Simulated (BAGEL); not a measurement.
**GaH5Se (SMILES [GaH3-][SeH2+]): B3LYP/cc-pVDZ (density fitting with qzvpp-jkfit)**

What is the energy change on altering one bond length of GaH5Se at B3LYP/cc-pVDZ (density fitting with qzvpp-jkfit)? 

Program for the calculation: BAGEL 1.2.2.

### 1 The molecule

GaH5Se has 7 atoms, charge 0, and is taken as a singlet. SMILES: `[GaH3-][SeH2+]`. The shape is that of a PBE0-D4/def2-TZVP optimisation.

Bond lengths: Ga1–Se2 2.713 Å, Ga1–H3 1.575 Å, Ga1–H4 1.575 Å, Ga1–H5 1.574 Å, Se2–H6 1.469 Å, Se2–H7 1.469 Å. Angles: Ga1–Se2–H6 97.0°, Ga1–Se2–H7 97.0°, Se2–Ga1–H3 94.5°, Se2–Ga1–H4 94.5°, Se2–Ga1–H5 98.0°, H6–Se2–H7 91.5°, H3–Ga1–H4 118.9°, H3–Ga1–H5 119.1°, H4–Ga1–H5 119.1°.

### 2 The energy at B3LYP/cc-pVDZ (density fitting with qzvpp-jkfit)

Input file job.json:

```json
{ "bagel" : [

{
  "title" : "molecule",
  "basis" : "cc-pvdz.json",
  "df_basis" : "qzvpp-jkfit",
  "angstrom" : true,
  "geometry" : [
    { "atom" : "Ga", "xyz" : [      -0.804600,      -0.664900,      -0.554200 ] },
    { "atom" : "Se", "xyz" : [       0.775800,       0.591800,       1.257700 ] },
    { "atom" : "H", "xyz" : [      -0.367400,      -2.113200,      -0.115900 ] },
    { "atom" : "H", "xyz" : [      -2.145600,      -0.068500,       0.017400 ] },
    { "atom" : "H", "xyz" : [      -0.183400,      -0.039700,      -1.858700 ] },
    { "atom" : "H", "xyz" : [       2.053400,       0.356300,       0.572900 ] },
    { "atom" : "H", "xyz" : [       0.671800,       1.938300,       0.680800 ] }
  ]
},

{
  "title" : "ks",
  "xc_func" : "b3lyp"
},

{
  "title" : "print",
  "file" : "orbitals.molden",
  "orbitals" : true
}

]}
```

The basis set cc-pVDZ is read from a file made from the Basis Set Exchange's data (not shown).

Started as:

```
BAGEL_NUM_THREADS=1 BAGEL job.json > job.out
```

Log:

```text
* using 1 threads per process

  ===============================================================
  ===============================================================

  *** Geometry ***

  { "atom" : "Ga", "xyz" : [     -1.520474,     -1.256479,     -1.047286 ] },
  { "atom" : "Se", "xyz" : [      1.466050,      1.118340,      2.376709 ] },
  { "atom" : "H", "xyz" : [     -0.694285,     -3.993369,     -0.219019 ] },
  { "atom" : "H", "xyz" : [     -4.054596,     -0.129446,      0.032881 ] },
  { "atom" : "H", "xyz" : [     -0.346576,     -0.075022,     -3.512434 ] },
  { "atom" : "H", "xyz" : [      3.880364,      0.673309,      1.082624 ] },
  { "atom" : "H", "xyz" : [      1.269518,      3.662856,      1.286526 ] },

  Number of auxiliary basis functions:      622

  Since a DF basis is specified, we compute 2- and 3-index integrals:
    o Being stored without compression. Storage requirement is 0.031 GB

  Number of basis functions:       79
  Number of electrons      :       70

    * METHOD: MOLECULE                             0.41

  *** Kohn-Sham DFT ***

    * Removing 10650 points whose weight is below 1.00e-10
    * Grid points: 93692

  === Nuclear Repulsion ===
   289.6989545571

       - DIIS with orbital gradients will be used.

  === KS iteration (b3lyp / cc-pvdz.json) ===
      0      -4311.41980821          0.06340832           0.44
      1      -4186.70080389          0.20104286           0.42
      2      -4083.48949753          0.17138683           0.42
      3      -4308.19716237          0.06951925           0.42
      4      -4221.49928142          0.09733354           0.43
      5      -4322.75478082          0.06054541           0.42
      6      -4329.08175724          0.01879656           0.42
      7      -4329.18036824          0.01776645           0.43
      8      -4329.40765666          0.00220753           0.42
      9      -4329.41093132          0.00074089           0.42
     10      -4329.41126305          0.00011280           0.42
     11      -4329.41127220          0.00002169           0.43
     12      -4329.41127261          0.00000560           0.43
     13      -4329.41127263          0.00000106           0.42
     14      -4329.41127263          0.00000028           0.42
     15      -4329.41127263          0.00000008           0.42
     16      -4329.41127263          0.00000002           0.42
     17      -4329.41127263          0.00000000           0.42
    * SCF iteration converged.

    * Permanent dipole moment:
           (   -0.942769,    -0.784879,    -0.564299) a.u.

    * METHOD: KS                                   8.13

    * METHOD: PRINT                                0.02

  ===============================================================
```

Wall time 8.7 s (1 thread of Arm Neoverse V1, shared host); peak memory 0.42 GiB.

### 3 The distorted shape, same level

Input file calc.json:

```json
{ "bagel": [

{
  "title": "molecule",
  "basis": "cc-pvdz.json",
  "df_basis": "qzvpp-jkfit",
  "angstrom": true,
  "geometry": [
    { "atom": "Ga", "xyz": [      -0.752597,      -1.338194,      -0.265731 ] },
    { "atom": "Se", "xyz": [       0.827803,      -0.081494,       1.546169 ] },
    { "atom": "H", "xyz": [      -0.315397,      -2.786494,       0.172569 ] },
    { "atom": "H", "xyz": [      -2.093597,      -0.741794,       0.305869 ] },
    { "atom": "H", "xyz": [      -0.131397,      -0.712994,      -1.570231 ] },
    { "atom": "H", "xyz": [       2.105403,      -0.316994,       0.861369 ] },
    { "atom": "H", "xyz": [       0.671800,       1.938300,       0.680800 ] }
  ]
},

{
  "title": "ks",
  "xc_func": "b3lyp"
},

{
  "title": "print",
  "file": "orbitals.molden",
  "orbitals": true
}

]}
```

The basis set cc-pVDZ is read from a file made from the Basis Set Exchange's data (not shown).

Started as:

```
BAGEL_NUM_THREADS=1 BAGEL calc.json > calc.out
```

Log:

```text
* using 1 threads per process

  ===============================================================
  ===============================================================

  *** Geometry ***

  { "atom" : "Ga", "xyz" : [     -1.422202,     -2.528820,     -0.502159 ] },
  { "atom" : "Se", "xyz" : [      1.564321,     -0.154001,      2.921836 ] },
  { "atom" : "H", "xyz" : [     -0.596014,     -5.265711,      0.326108 ] },
  { "atom" : "H", "xyz" : [     -3.956325,     -1.401788,      0.578009 ] },
  { "atom" : "H", "xyz" : [     -0.248304,     -1.347363,     -2.967307 ] },
  { "atom" : "H", "xyz" : [      3.978635,     -0.599032,      1.627752 ] },
  { "atom" : "H", "xyz" : [      1.269518,      3.662856,      1.286526 ] },

  Number of auxiliary basis functions:      622

  Since a DF basis is specified, we compute 2- and 3-index integrals:
    o Being stored without compression. Storage requirement is 0.031 GB

  Number of basis functions:       79
  Number of electrons      :       70

    * METHOD: MOLECULE                             0.42

  *** Kohn-Sham DFT ***

    * Removing 10190 points whose weight is below 1.00e-10
    * Grid points: 94152

  === Nuclear Repulsion ===
   284.8930633837

       - DIIS with orbital gradients will be used.

  === KS iteration (b3lyp / cc-pvdz.json) ===
      0      -4313.81445028          0.06955505           0.48
      1      -4201.79014264          0.19207494           0.45
      2      -4214.69139602          0.12400064           0.44
      3      -4309.27381163          0.06631774           0.43
      4      -4317.82598653          0.05561204           0.43
      5      -4328.67177619          0.02736838           0.43
      6      -4328.22268400          0.03576798           0.43
      7      -4327.52032272          0.04315798           0.43
      8      -4328.75302036          0.02650431           0.43
      9      -4328.85117502          0.02410683           0.44
     10      -4329.23803405          0.01090398           0.43
     11      -4329.32835746          0.00276697           0.43
     12      -4329.33336604          0.00151447           0.43
     13      -4329.33513012          0.00013345           0.43
     14      -4329.33514337          0.00003867           0.44
     15      -4329.33514440          0.00001291           0.43
     16      -4329.33514452          0.00000295           0.43
     17      -4329.33514452          0.00000078           0.43
     18      -4329.33514452          0.00000032           0.43
     19      -4329.33514452          0.00000008           0.44
     20      -4329.33514453          0.00000002           0.43
     21      -4329.33514452          0.00000001           0.43
    * SCF iteration converged.

    * Permanent dipole moment:
           (   -0.917402,    -0.691301,    -0.532446) a.u.

    * METHOD: KS                                  10.09

    * METHOD: PRINT                                0.02

  ===============================================================
```

Wall time 11 s (1 thread of Arm Neoverse V1, shared host); peak memory 0.42 GiB.

### 4 Results

At B3LYP/cc-pVDZ (density fitting with qzvpp-jkfit):

```
                                                          quantity           value
                                         first shape: total energy  -4329.41127 Eh
                                        first shape: dipole moment          3.43 D
                                          first shape: HOMO energy        -7.60 eV
                                          first shape: LUMO energy        -0.85 eV
                                        first shape: HOMO–LUMO gap         6.75 eV
                                     distorted shape: total energy  -4329.33514 Eh
                                    distorted shape: dipole moment          3.22 D
                                      distorted shape: HOMO energy        -7.60 eV
                                      distorted shape: LUMO energy        -4.33 eV
                                    distorted shape: HOMO–LUMO gap         3.27 eV
energy change with the Se2–H7 bond stretched from 1.469 to 2.203 Å        2.072 eV
```

What this shows: One bond (distorted shape) is far stretched, which a spin-restricted single reference describes badly; a broken-symmetry solution may lie lower. With the Se2–H7 bond stretched from 1.469 to 2.203 Å the energy rises by 2.07 eV (200 kJ/mol). The first shape isn't relaxed at this level, so the change isn't measured from a minimum. A restricted reference can't describe the breaking bond well at this length.
